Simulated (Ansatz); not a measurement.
# Si₃BH₇: how energies converge with the basis set

How large a basis does Si₃BH₇ need? Two functionals are run in growing sets.

Method: one geometry, several basis sets; program: Ansatz 0.2.0, Gaussian basis.

Plan: PBE0-D4/def2-SVP; ωB97M-V/def2-SVP; PBE0-D4/def2-QZVPP; ωB97M-V/def2-QZVPP; the functionals' def2-TZVPP values are taken from earlier runs.

## 1. The relaxed structure

The geometry comes from an earlier relaxation with PBE0-D4 in a triple-zeta def2 set; it is a stationary point, not always the lowest conformer.

SMILES `[SiH3][SiH]1B[SiH2]1`, 11 atoms, charge 0, spin multiplicity 1.

Atoms are counted from 1 here; the program's logs count them from 0.

Bond lengths: Si1–Si2 2.333 Å, Si1–H5 1.487 Å, Si1–H6 1.489 Å, Si1–H7 1.484 Å, Si2–B3 1.893 Å, Si2–Si4 2.577 Å, Si2–H8 1.492 Å, B3–Si4 1.885 Å, B3–H9 1.190 Å, Si4–H10 1.484 Å, Si4–H11 1.488 Å. Angles: Si2–Si1–H5 111.4°, Si2–Si1–H6 108.0°, Si2–Si1–H7 110.7°, H5–Si1–H6 108.1°, H5–Si1–H7 109.6°, H6–Si1–H7 109.0°, Si1–Si2–B3 127.9°, Si1–Si2–Si4 94.8°, Si1–Si2–H8 110.6°, B3–Si2–Si4 46.9°, B3–Si2–H8 121.5°, Si4–Si2–H8 137.1°, Si2–B3–Si4 86.0°, Si2–B3–H9 125.8°, Si4–B3–H9 126.2°, Si2–Si4–B3 47.1°, Si2–Si4–H10 91.4°, Si2–Si4–H11 138.8° and more.

## 2. PBE0-D4 in def2-SVP

in.yaml reads:

```yaml
crystal:
  periodic: [false, false, false]
  atoms:
    - {symbol: Si, position_ang: [-1.211070, 1.331049, -0.649155]}
    - {symbol: Si, position_ang: [-0.630712, -0.365948, 0.842228]}
    - {symbol: B, position_ang: [1.086050, -0.774735, 1.526923]}
    - {symbol: Si, position_ang: [1.637544, -0.867012, -0.273369]}
    - {symbol: H, position_ang: [-1.684273, 0.776547, -1.945250]}
    - {symbol: H, position_ang: [-2.326963, 2.111180, -0.045291]}
    - {symbol: H, position_ang: [-0.060352, 2.237955, -0.884901]}
    - {symbol: H, position_ang: [-1.838716, -1.137303, 1.257439]}
    - {symbol: H, position_ang: [1.325027, -1.573073, 2.376126]}
    - {symbol: H, position_ang: [1.429341, 0.214284, -1.267525]}
    - {symbol: H, position_ang: [2.339424, -2.009945, -0.916625]}
basis:
  gaussian: {orbitals: def2-SVP}
hamiltonian: {xc: pbe0, dispersion: d4}
output: {orbitals: {seedname: orbitals}}
```

Run with:

```console
ansatz run in.yaml --threads 2 --pin off --events-out ev --progress --plain --max-ram 4352MiB
```

Further steps of the session: ωB97M-V in def2-SVP; PBE0-D4 in def2-QZVPP; ωB97M-V in def2-QZVPP.

Before running them: what should the planned runs give, taken together? Wanted: PBE0-D4: double and triple zeta above quadruple; ωB97M-V: double and triple zeta above quadruple.

As calculated:

| quantity | value |
| --- | --- |
| PBE0-D4: double and triple zeta above quadruple | 9.82, 0.82 eV |
| ωB97M-V: double and triple zeta above quadruple | 9.90, 0.78 eV |

For PBE0-D4 the step from double to triple zeta gains 8.99 eV and the next only 0.82 eV. Total energies overstate the basis error of differences, where much of it tends to cancel.
